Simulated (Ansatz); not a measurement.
# CH₃AlZn: a ladder of functionals and wavefunction methods

One table from this session's results is given with a row withheld; the runs are named, their logs left out.

The runs use Ansatz 0.2.0, Gaussian basis; functionals in def2-TZVPP, the program's frozen cores in correlated methods.

The runs, in order: LDA (SPW92), PBE-D4, revPBE-D4, BLYP-D4, r2SCAN-D4, B97M-V, PBE0-D4, B3LYP-D4, r2SCANh-D4, r2SCAN0-D4, HSE06-D4, BHLYP-D4, CAM-B3LYP-D4, LC-ωPBE, ωB97X-V, ωB97M-V, B2PLYP, PBE-QIDH; CCSD(T)/def2-SVP; CCSD(T)/def2-TZVPP; MP2/def2-QZVPP; extrapolation to the limit; RPA on PBE.

### Structure used throughout

The geometry comes from an earlier relaxation with PBE0-D4 in a triple-zeta def2 set; it is a stationary point.

SMILES `[CH2]1[AlH][Zn]1`, 6 atoms, charge 0, spin multiplicity 1.

Atoms are counted from 1 here; the program's logs count them from 0.

Bond lengths: C1–Al2 1.889 Å, C1–Zn3 2.246 Å, C1–H4 1.095 Å, C1–H5 1.099 Å, Al2–Zn3 2.456 Å, Al2–H6 1.590 Å. Angles: Al2–C1–Zn3 72.3°, Al2–C1–H4 123.2°, Al2–C1–H5 115.7°, Zn3–C1–H4 149.3°, Zn3–C1–H5 81.3°, H4–C1–H5 109.3°, C1–Al2–Zn3 60.6°, C1–Al2–H6 136.5°, Zn3–Al2–H6 131.7°, C1–Zn3–Al2 47.1°.

The first run:

File in.yaml:

```yaml
crystal:
  periodic: [false, false, false]
  atoms:
    - {symbol: C, position_ang: [-0.510164, -0.421486, -0.426917]}
    - {symbol: Al, position_ang: [0.347744, 0.669550, 0.854878]}
    - {symbol: Zn, position_ang: [1.373480, 0.373983, -1.356740]}
    - {symbol: H, position_ang: [-1.139631, -1.277077, -0.160214]}
    - {symbol: H, position_ang: [-0.957231, 0.106788, -1.281291]}
    - {symbol: H, position_ang: [0.927803, 0.484243, 2.324183]}
basis:
  gaussian: {orbitals: def2-TZVPP}
hamiltonian: {xc: lda}
output: {orbitals: {seedname: orbitals}}
```

On the command line:

```bash
$ ansatz run in.yaml --threads 2 --pin off --events-out ev --progress --plain --max-ram 4352MiB
```

Among the steps run: LDA; PBE-D4 (GGA); revPBE-D4 (GGA); BLYP-D4 (GGA); r2SCAN-D4 (meta-GGA); B97M-V (meta-GGA); B3LYP-D4 (hybrid); r2SCANh-D4 (hybrid); r2SCAN0-D4 (hybrid); HSE06-D4 (hybrid); BHLYP-D4 (hybrid); CAM-B3LYP-D4 (range-separated); LC-ωPBE (range-separated); ωB97X-V (range-separated); ωB97M-V (range-separated); B2PLYP (double hybrid); PBE-QIDH (double hybrid).

One table of the session follows, with a row left open; its other results are not shown here.

It belongs to the step «Orbital energies across the functionals». 

```
  functional  HOMO (eV)  LUMO (eV)  gap (eV)
 LDA (SPW92)      -4.80      -3.33      1.47
      PBE-D4      -4.66      -3.16      1.50
   revPBE-D4      -4.60      -3.08      1.52
     BLYP-D4      -4.53      -3.05      1.48
   r2SCAN-D4      -4.82      -3.09      1.73
      B97M-V      -4.77      -3.15      1.63
     PBE0-D4      -5.42      -2.47      2.95
    B3LYP-D4      -5.30      -2.66      2.64
  r2SCANh-D4          ?          ?         ?
  r2SCAN0-D4      -5.54      -2.44      3.09
    HSE06-D4      -5.04      -2.83      2.21
    BHLYP-D4      -6.07      -1.74      4.34
CAM-B3LYP-D4      -6.51      -1.59      4.91
     LC-ωPBE      -7.54      -0.68      6.86
     ωB97X-V      -7.33      -0.70      6.62
     ωB97M-V      -7.27      -0.78      6.49
```

**Question.** Estimate the row for r2SCANh-D4.

Worked estimate for «HOMO (eV)». Against the share of exact exchange, r2SCAN-D4 (0, -4.82), r2SCAN0-D4 (0.25, -5.54) give a slope of -2.88 per unit share; at 0.1 the line stands at -5.11.

The run gave: HOMO (eV): -5.10; LUMO (eV): -2.83; gap (eV): 2.28. In «HOMO (eV)» the line misses by -0.01.
